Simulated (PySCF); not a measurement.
# A diatomic session: SbCl−

The task here is to estimate one member of a computed series from the others.

Program: PySCF 2.14.0. Level of theory: Sb def2-TZVPPD with ECP28, Cl def2-TZVPPD, scalar-relativistic core potentials. These are calculated values, not measurements.

The first run:

The job is set up so:

```yaml
atoms: Sb, Cl
charge: -1
basis: Sb def2-TZVPPD with ECP28, Cl def2-TZVPPD
Hamiltonian: scalar-relativistic core potentials
basis_functions: 107
electrons_treated: 41
masses_in_u: 120.9038, 34.9689
levels: PBE0, PBE, r²SCAN, M06, r²SCANh, M06-2X, B2PLYP, PW91, ωB97X-V, HF, MP2, SCS-MP2, CCSD, CCSD(T)
grid: 80 radial by 434 angular points
occupations: held fixed by the projection of orbital angular momentum
dissociation_limit: Sb + Cl−, each in its ground configuration
starting_distance_in_angstrom: 2.435
values_of_2S_to_try: 1, 3
```

The run is started by

```bash
OMP_NUM_THREADS=2 python dia.py task.json out
```

Among the steps run: Set-up; First curve: PBE0; Excited determinants; PBE; r²SCAN (meta-GGA); M06; r²SCANh; M06-2X (hybrid meta-GGA); B2PLYP; PW91 (GGA); ωB97X-V (range-separated hybrid); UHF; Correlated methods on the Hartree–Fock reference.

One of the session's tables, all rows but one given; the rest of the session is left out.

Energy (eV) from each level's lowest point:

```
R (Å)    UHF  UHF-MP2  UHF-SCS-MP2  UHF-CCSD  UHF-CCSD(T)
2.138  0.932    0.777        0.840       n/a          n/a
2.237  0.425    0.322        0.365     0.367        0.371
2.337  0.147    0.089        0.113     0.114        0.117
2.411  0.042    0.014        0.026     0.026        0.027
2.486  0.000    0.000        0.000     0.000        0.000
2.561  0.004    0.030        0.019     0.018        0.017
2.660      ?        ?            ?         ?            ?
2.784  0.172    0.271        0.232     0.228        0.225
2.933  0.342    0.489        0.434     0.426        0.423
3.132  0.580    0.787        0.714       n/a          n/a
```

Estimate the missing values for R (Å) = 2.660.

Worked estimate for «UHF». A straight line through the neighbours (2.561, 0.004) and (2.784, 0.172) gives 0.004 + (0.172 − 0.004) × (2.660 − 2.561) / (2.784 − 2.561) = 0.079; a parabola fitted to 4 rows on both sides gives 0.064.

**Answer.** UHF: 0.057; UHF-MP2: 0.117; UHF-SCS-MP2: 0.092; UHF-CCSD: 0.091; UHF-CCSD(T): 0.088. In «UHF» the line misses by +0.022 and the parabola by +0.007.
